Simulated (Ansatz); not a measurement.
# GeH4OS (SMILES O[S][GeH3]): functionals against CCSD(T) at one geometry

The task here is to estimate one member of a computed series from the others.

The runs use Ansatz 0.2.0, Gaussian basis; single points in def2-TZVPP.

Correlated methods freeze the cores. Filled d shells of the heavier atoms are correlated.

## The system as given

7 atoms, charge 0, spin multiplicity 1.

Atoms are counted from 1 here; the program's logs count them from 0.

Bond lengths: O1–S2 1.675 Å, O1–H4 1.010 Å, S2–Ge3 2.210 Å, Ge3–H5 1.484 Å, Ge3–H6 1.493 Å, Ge3–H7 1.449 Å. Angles: S2–O1–H4 109.0°, O1–S2–Ge3 94.4°, S2–Ge3–H5 106.8°, S2–Ge3–H6 109.5°, S2–Ge3–H7 107.7°, H5–Ge3–H6 111.5°, H5–Ge3–H7 109.3°, H6–Ge3–H7 111.8°.

As a file:

```xyz
7
charge 0, multiplicity 1
O    -0.43640   -1.80970    0.10510
S    -1.25410   -0.41950    0.55800
Ge    0.41410    0.93430    0.03780
H    -1.04200   -2.37380   -0.47440
H     0.64840    0.78760   -1.42020
H     0.04710    2.33650    0.39570
H     1.58830    0.48530    0.75840
```

The first run:

run/in.yaml

```yaml
crystal:
  periodic: [false, false, false]
  atoms:
    - {symbol: O, position_ang: [-0.436400, -1.809700, 0.105100]}
    - {symbol: S, position_ang: [-1.254100, -0.419500, 0.558000]}
    - {symbol: Ge, position_ang: [0.414100, 0.934300, 0.037800]}
    - {symbol: H, position_ang: [-1.042000, -2.373800, -0.474400]}
    - {symbol: H, position_ang: [0.648400, 0.787600, -1.420200]}
    - {symbol: H, position_ang: [0.047100, 2.336500, 0.395700]}
    - {symbol: H, position_ang: [1.588300, 0.485300, 0.758400]}
basis:
  gaussian: {orbitals: def2-TZVPP}
correlation: {method: ccsd_t}
output: {forces: true}
```

No record of the launch command was kept for these runs.

Among the steps run: CCSD(T)/def2-TZVPP; PBE0-D4/def2-TZVPP; wB97M-V/def2-TZVPP; r2SCAN-D4/def2-TZVPP; PBE-D4/def2-TZVPP; SPW92/def2-TZVPP; LC-wPBE/def2-TZVPP.

One table of the session follows, with a row left open; its other results are not shown here.

| method | RMS force component (eV/Å) | angle to CCSD(T) forces (°) | dipole (D) |
| --- | --- | --- | --- |
| CCSD(T) | 0.867 | reference | 1.07 |
| PBE0-D4 | 0.873 | 10.4 | 1.08 |
| wB97M-V | 0.848 | 6.8 | 1.08 |
| r2SCAN-D4 | 0.841 | 3.9 | 1.08 |
| PBE-D4 | ? | ? | ? |
| SPW92 | 0.726 | 17.6 | 1.08 |
| LC-wPBE | 0.842 | 16.3 | 1.14 |

**Question.** Estimate the row for PBE-D4.

**Answer.** RMS force component (eV/Å): 0.844; angle to CCSD(T) forces (°): 12.5; dipole (D): 1.04. In the column «RMS force component (eV/Å)» it lies between LC-wPBE (0.842) and wB97M-V (0.848).
